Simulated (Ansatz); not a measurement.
# Ca (fcc type): the cost of one run

Program: Ansatz 0.2.0. Level of theory: DFT LDA, with the methods named in each step. These are calculated values, not measurements.

**1. Starting point**

It takes space group Fm-3m (No. 225, cubic). Conventional cell: a = 5.343 Å, b = 5.343 Å, c = 5.343 Å, α = 90.00°, β = 90.00°, γ = 90.00°. Around Ca (site symmetry m-3m) lie 12 Ca at 3.78 Å.

Structure file:

```xyz
1
Lattice="0.0000 2.6715 2.6715 2.6715 0.0000 2.6715 2.6715 2.6715 0.0000" Properties=species:S:1:pos:R:3 pbc="T T T"
Ca    0.0000    0.0000    0.0000
```

Whether this phase is the stable one at these pressures isn't tested.

**2. The reference volume, LAPW**

Input file input.yaml:

```yaml
crystal:
  lattice:
    - [0.0, 2.6714644531, 2.6714644531]
    - [2.6714644531, 0.0, 2.6714644531]
    - [2.6714644531, 2.6714644531, 0.0]
  atoms:
    - { symbol: Ca, position: [0.0, 0.0, 0.0] }
kpoints:
  mp_grid: { grid: [12, 12, 12] }
  band_path:
    path:
      - [0.0, 0.0, 0.0]
      - [0.5, 0.0, 0.5]
      - [0.625, 0.25, 0.625]
      - [0.375, 0.375, 0.75]
      - [0.0, 0.0, 0.0]
      - [0.5, 0.5, 0.5]
      - [0.5, 0.25, 0.75]
      - [0.5, 0.0, 0.5]
    npoints: 14
scf:
  occupations: { method: fermi_dirac, width: 0.08 }
hamiltonian:
  xc: lda
  pseudopotentials: { kind: all_electron, lapw: { basis_error: 0.001 } }
output:
  forces: true
  stress: true
  eigenvalues: true
  populations: true
  dos: { projected: true, de: 0.2, e_range: [-14, 8] }
```

Command:

```
$ ansatz run input.yaml --threads 1 --pin off --max-ram 2048MiB --backend cpu --events-out ev --progress --plain --runs-dir out
```

What time and memory should one allow on 1 thread of Arm Neoverse V1, shared host?

About 3.7 s, with a peak of 0.21 GiB.
